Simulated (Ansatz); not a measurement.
**TaN: the crystal squeezed far**

One table from this session's results is given with a row withheld; the runs are named, their logs left out.

Method: DFT, r2SCAN, PAW with Ansatz's default frozen-core files, scalar-relativistic, in Ansatz 0.2.0.

1 further run of the same task is left out (set aside as unsound or not needed).

## The structure to begin with

Symmetry: P-6m2, No. 187, hexagonal system. Conventional cell: a = 2.938 Å, b = 2.938 Å, c = 2.883 Å, α = 90.00°, β = 90.00°, γ = 120.00°. Ta (site symmetry -6m2) has 6 N at 2.23 Å as nearest neighbours. N (site symmetry -6m2) has 6 Ta at 2.23 Å as nearest neighbours.

As a file:

```cif
data_structure
_symmetry_space_group_name_H-M 'P 1'
_symmetry_Int_Tables_number 1
_cell_length_a 2.9380
_cell_length_b 2.9380
_cell_length_c 2.8830
_cell_angle_alpha 90.000
_cell_angle_beta 90.000
_cell_angle_gamma 120.000
_cell_volume 21.55
loop_
_atom_site_label
_atom_site_type_symbol
_atom_site_fract_x
_atom_site_fract_y
_atom_site_fract_z
_atom_site_occupancy
Ta1 Ta 0.33333 0.66667 0.50000 1
N1 N 0.00000 0.00000 0.00000 1
```

Whether this phase is the stable one at these pressures isn't tested.

Atoms are numbered in the order of the input: Ta1, N2.

The first run:

Contents of input.yaml:

```yaml
crystal:
  lattice:
    - [2.938, 0.0, 0.0]
    - [-1.469, 2.5443826363, 0.0]
    - [0.0, 0.0, 2.883]
  atoms:
    - { symbol: Ta, position: [0.3333333333, 0.6666666667, 0.5] }
    - { symbol: "N", position: [0.0, 0.0, 0.0] }
kpoints:
  mp_grid: { grid: [11, 11, 10] }
  band_path:
    path:
      - [0.0, 0.0, 0.0]
      - [0.5, 0.0, 0.0]
      - [0.3333333333, 0.3333333333, 0.0]
      - [0.0, 0.0, 0.0]
      - [0.0, 0.0, 0.5]
      - [0.5, 0.0, 0.5]
      - [0.3333333333, 0.3333333333, 0.5]
      - [0.0, 0.0, 0.5]
      - [0.5, 0.0, 0.5]
    npoints: 6
scf:
  occupations: { method: fermi_dirac, width: 0.03 }
hamiltonian:
  xc: r2scan
  pseudopotentials: { kind: paw }
output:
  forces: true
  stress: true
  eigenvalues: true
  efg: { contact_densities: true }
  populations: true
```

Run with:

```sh
ansatz run input.yaml --threads 1 --pin off --max-ram 2048MiB --backend cpu --events-out ev --progress --plain --runs-dir out
```

Among the steps run: Volume scaled by 1, PAW; Volume scaled by 0.85, PAW; Volume scaled by 0.75, PAW; Volume scaled by 0.5, PAW.

One of the session's tables, all rows but one given; the rest of the session is left out.

```
method  volume over the first  volume (Å³/atom)  pressure (GPa)
   PAW                      1            10.776           -0.24
   PAW                   0.85                 ?               ?
   PAW                   0.75             8.082          188.49
   PAW                    0.5             5.388         1013.38
```

**Question.** Estimate the row for PAW, 0.85.

The run gave: volume (Å³/atom): 9.159; pressure (GPa): 82.36. In the column «volume (Å³/atom)» it lies between PAW, 0.75 (8.082) and PAW, 1 (10.776).

To keep in mind: Warnings in the runs' records: gradients without spin orbit.
